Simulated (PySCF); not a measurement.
# Si3NH9 (trisilylamine): levels of theory compared

Wanted: a comparison of 4 runs (HF/STO-3G, HF/3-21G, B3LYP/6-31G*, SCS-MP2/6-31G*) of Si3NH9 (trisilylamine). 

The calculation is run with PySCF 2.14.0.

1 further run of the same task is left out (set aside as unsound or not needed).

**1. The system as given**

Si3NH9 has 13 atoms, charge 0, and is taken as a singlet. As SMILES, `[SiH3]N([SiH3])[SiH3]`. The Si1–H5 distance was set to 2.232 Å, away from the relaxed value. At this shape a bond of the SMILES string is far longer than usual.

Bond lengths: Si1–N2 1.735 Å, N2–Si3 1.735 Å, N2–Si4 1.735 Å, Si1–H6 1.487 Å, Si1–H7 1.487 Å, Si3–H8 1.487 Å, Si3–H9 1.487 Å, Si3–H10 1.488 Å, Si4–H11 1.487 Å, Si4–H12 1.488 Å, Si4–H13 1.487 Å. Some angles: Si1–N2–Si3 120.0°, Si1–N2–Si4 120.0°, Si3–N2–Si4 120.0°, N2–Si1–H6 111.4°, N2–Si1–H7 111.4°, N2–Si3–H8 111.4°, N2–Si3–H9 111.4°, N2–Si3–H10 107.2°, N2–Si4–H11 111.4°, N2–Si4–H12 107.2°. A long bond or contact: Si1–H5 2.232 Å.

**2. The energy at HF/STO-3G (run 1)**

Contents of input.xyz:

```xyz
13

Si    -0.205140     1.651447    -0.175461
N      0.313620     0.210627     0.640739
Si     1.099170     0.322777     2.183969
Si     0.048720    -1.342193    -0.087081
H     -1.148110     1.019270    -2.096710
H     -1.198440     2.406437     0.633199
H      0.940160     2.554227    -0.465001
H      0.334480    -0.396963     3.236499
H      2.472430    -0.245113     2.137249
H      1.177070     1.766567     2.534589
H     -1.399470    -1.602813    -0.299901
H      0.599920    -2.364393     0.842839
H      0.737300    -1.451273    -1.400281
```

Contents of input.py:

```python
from pyscf import gto, scf

mol = gto.M(
    atom='input.xyz',
    max_memory=1860,
    charge=0,
    basis='sto-3g',
    verbose=3,
)

mf = scf.RHF(mol)
mf.conv_tol = 1e-10
mf.kernel()
if not mf.converged:
    mf = mf.newton().run(mf.mo_coeff, mf.mo_occ)

energy = mf.e_tot
print(f'total energy: {energy:.8f} hartree')
```

On the command line:

```console
$ OMP_NUM_THREADS=1 python input.py
```

Standard output:

```text
converged SCF energy = -915.684549982376
total energy: -915.68454998 hartree
```

Run time: 1.4 s. Hardware: 1 thread of Intel Xeon at 2.70GHz, shared host; peak memory 0.1 GiB.

**3. The energy at HF/3-21G (run 2)**

Contents of input.py:

```python
from pyscf import gto, scf

mol = gto.M(
    atom=[
    ('Si', (-0.205140, 1.651447, -0.175461)),
    ('N', (0.313620, 0.210627, 0.640739)),
    ('Si', (1.099170, 0.322777, 2.183969)),
    ('Si', (0.048720, -1.342193, -0.087081)),
    ('H', (-1.148110, 1.019270, -2.096710)),
    ('H', (-1.198440, 2.406437, 0.633199)),
    ('H', (0.940160, 2.554227, -0.465001)),
    ('H', (0.334480, -0.396963, 3.236499)),
    ('H', (2.472430, -0.245113, 2.137249)),
    ('H', (1.177070, 1.766567, 2.534589)),
    ('H', (-1.399470, -1.602813, -0.299901)),
    ('H', (0.599920, -2.364393, 0.842839)),
    ('H', (0.737300, -1.451273, -1.400281)),
],
    verbose=3,
    max_memory=1860,
    spin=0,
    basis='3-21g',
)

mf = scf.RHF(mol)
mf.conv_tol = 1e-10
mf.kernel()
if not mf.converged:
    mf = mf.newton().run(mf.mo_coeff, mf.mo_occ)

energy = mf.e_tot
print('E(%s) = %.9f' % ('HF', energy))
```

On the command line:

```console
$ OMP_NUM_THREADS=1 python input.py
```

Standard output:

```text
converged SCF energy = -921.524591266771
E(HF) = -921.524591267
```

Run time: 1.5 s. Hardware: 1 thread of Intel Xeon at 2.70GHz, shared host; peak memory 0.12 GiB.

**4. A single-point energy at B3LYP/6-31G(d) (spherical functions) (run 3)**

Contents of input.py:

```python
from pyscf import gto, dft

system = gto.M(
    atom='''
Si    -0.387658     3.120783    -0.331573
N      0.592656     0.398027     1.210821
Si     2.077130     0.609960     4.127103
Si     0.092067    -2.536377    -0.164559
H     -2.169613     1.926141    -3.962208
H     -2.264723     4.547507     1.196573
H      1.776645     4.826789    -0.878725
H      0.632076    -0.750151     6.116097
H      4.672216    -0.463196     4.038815
H      2.224340     3.338328     4.789679
H     -2.644615    -3.028878    -0.566731
H      1.133684    -4.468055     1.592735
H      1.393295    -2.742509    -2.646148
''',
    verbose=3,
    max_memory=1860,
    unit='bohr',
    basis='6-31g*',
)

myscf = dft.RKS(system)
myscf.xc = 'b3lyp'
myscf.conv_tol = 1e-10
myscf.grids.level = 5
myscf.kernel()
if not myscf.converged:
    myscf = myscf.newton().run(myscf.mo_coeff, myscf.mo_occ)

etot = myscf.e_tot
print(f'total energy: {etot:.8f} hartree')
```

On the command line:

```console
$ OMP_NUM_THREADS=1 python input.py
```

Standard output:

```text
converged SCF energy = -928.61439974764
total energy: -928.61439975 hartree
```

It took 52 s on 1 thread of Intel Xeon at 2.70GHz, shared host; peak memory 0.46 GiB.

**5. A single-point energy at SCS-MP2/6-31G(d) (spherical functions) (run 4)**

Contents of job.py:

```python
from pyscf import gto, mp

mol = gto.M(
    atom='''
Si    -0.387658     3.120783    -0.331573
N      0.592656     0.398027     1.210821
Si     2.077130     0.609960     4.127103
Si     0.092067    -2.536377    -0.164559
H     -2.169613     1.926141    -3.962208
H     -2.264723     4.547507     1.196573
H      1.776645     4.826789    -0.878725
H      0.632076    -0.750151     6.116097
H      4.672216    -0.463196     4.038815
H      2.224340     3.338328     4.789679
H     -2.644615    -3.028878    -0.566731
H      1.133684    -4.468055     1.592735
H      1.393295    -2.742509    -2.646148
''',
    max_memory=1860,
    unit='bohr',
    verbose=3,
    spin=0,
    basis='6-31g*',
)

calc0 = mol.RHF()
calc0.conv_tol = 1e-10
calc0.kernel()
if not calc0.converged:
    calc0 = calc0.newton().run(calc0.mo_coeff, calc0.mo_occ)

pt = mp.MP2(calc0, frozen=16).run()
e_final = calc0.e_tot + 1.2 * pt.e_corr_os + pt.e_corr_ss / 3
print('Final energy', e_final)
```

On the command line:

```console
$ OMP_NUM_THREADS=1 python job.py
```

Standard output:

```text
converged SCF energy = -926.401750699833
E(RMP2) = -926.807013571554  E_corr = -0.405262871720095
E(SCS-RMP2) = -926.816547853382  E_corr = -0.414797153549026
Final energy -926.8165478533824
```

Wall time 6.3 s (1 thread of Intel Xeon at 2.70GHz, shared host); peak memory 0.2 GiB.

**6. The series**

```
run                                 level  integration grid  frozen core orbitals  energy (Eh)  dipole moment (D) of the reference  HOMO energy (eV)  LUMO energy (eV)  wall time
  1                             HF/STO-3G                 –                     –  -915.684550                                0.95             -7.33              6.38      1.4 s
  2                              HF/3-21G                 –                     –  -921.524591                                1.24            -10.34              2.38      1.5 s
  3    B3LYP/6-31G* (spherical functions)                 5                     –  -928.614400                                1.31             -7.43             -1.31       52 s
  4  SCS-MP2/6-31G* (spherical functions)                 –                    16  -926.816548                                1.60            -10.35              2.39      6.3 s
```

**7. Results**

```
                                           quantity          value
                                run 4: total energy  -926.81655 Eh
        run 4: dipole moment (Hartree–Fock density)         1.60 D
         run 4: HOMO energy (Hartree–Fock orbitals)      -10.35 eV
         run 4: LUMO energy (Hartree–Fock orbitals)        2.39 eV
       run 4: HOMO–LUMO gap (Hartree–Fock orbitals)       12.74 eV
run 4: correlation energy (16 core orbitals frozen)     -414.8 mEh
```

In words: Over runs 1, 2, 3 the dipole moment (its size) runs from 0.95 D (HF/STO-3G) to 1.31 D (B3LYP/6-31G*). The two ends differ in method and basis. Over runs 1, 2, 3 the HOMO–LUMO gap runs from 6.12 eV (B3LYP/6-31G*) to 13.71 eV (HF/STO-3G). In run 1 the basis is minimal, so the values are rough. All runs together took 62 s, the longest 52 s.
